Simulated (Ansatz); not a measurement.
Consider cell relaxations under several functionals of Li, space group Fm-3m (the Python package of Ansatz (0.2.0)).

`lattice.py`:
```python
"""How the lattice of Li depends on the functional."""

import ansatz as az
from ase import Atoms
import numpy as np

def edges_and_angles(cell):
    cell = np.asarray(cell)
    a, b, c = np.linalg.norm(cell, axis=1)
    cosines = cell[1] @ cell[2] / (b * c), cell[0] @ cell[2] / (a * c), cell[0] @ cell[1] / (a * b)
    return (a, b, c, *np.degrees(np.arccos(cosines)))


def main() -> None:
    atoms = Atoms(
        ["Li"],
        scaled_positions=[
            (0.0, 0.0, 0.0),
        ],
        cell=[
            (0.0, 2.202, 2.202),
            (2.202, 0.0, 2.202),
            (2.202, 2.202, 0.0),
        ],
        pbc=True,
    )
    cell = az.Crystal.from_ase(atoms)

    model = (
        cell.calculation()
        .kpoints(8)  # the mesh must be finer for metals
        .occupations(az.OccupationsMethod.GAUSSIAN, width=0.15)  # the run then minimises F = E - TS
        .relax(cell=True, force_tolerance=0.05)  # relax until the tolerances are met
    )

    levels = [("pbesol", "d3bj"), ("lda", "none"), ("blyp", "d3bj")]
    print("level            a       b       c    alpha   beta  gamma  V/atom  steps")
    for name, dispersion in levels:
        seen = []
        run = model.functional(name, dispersion=dispersion).session().plan()
        out = run.execute(on_event=lambda e: seen.append(e) if e["event"] == "relax_step" else None)
        cell = out.lattice.cell_ang
        label = name if dispersion == "none" else f"{name}+{dispersion}"
        print("{:13s} {:7.4f} {:7.4f} {:7.4f} {:6.2f} {:6.2f} {:6.2f}".format(label, *edges_and_angles(cell)), f"{abs(np.linalg.det(cell)) / len(out.lattice.sites):7.3f} {len(seen):5d}")


if __name__ == "__main__":
    main()
```

Rank the levels of theory by the volume of the relaxed cell.

From smallest to largest: BLYP+D3BJ (15.68 Å³ an atom, -26.6 % against the start), PBEsol+D3BJ (18.50 Å³ an atom, -13.4 % against the start) and LDA (19.02 Å³ an atom, -10.9 % against the start). The spread is 21.3 % in volume.

What the script printed:

```console
$ python lattice.py
level            a       b       c    alpha   beta  gamma  V/atom  steps
DeckWarning: basis.ecutwfc = 420 eV, auto-derived from the records' recommended cutoffs: set by Li (normal level)
pbesol+d3bj    2.9686  2.9686  2.9686  60.00  60.00  60.00  18.498     5
lda            2.9961  2.9961  2.9961  60.00  60.00  60.00  19.018     5
blyp+d3bj      2.8096  2.8096  2.8096  60.00  60.00  60.00  15.683     6
```
(Warnings from the package without file and line.)

Reading the output:
- BLYP and dispersion corrections can be off by several per cent in the lattices of metals, and by several GPa in the pressure at a fixed cell.
- The mesh is modest for a metal, so energies can be off by several to tens of meV an atom and pressures by half a GPa or more; differences at equal mesh fare better.
- Edges and angles are those of the cell as typed, here a primitive one, not of the conventional cell.
- This isn't the structure that Li takes at ambient conditions.
- Finished in 6 s on 1 thread of Arm Neoverse V1, with other jobs on the host, peak memory 0.33 GiB.

(A comment or docstring line of the script was reworded after the run, the code is as it ran; lines on the test bed's own set-up are left out of the output.)
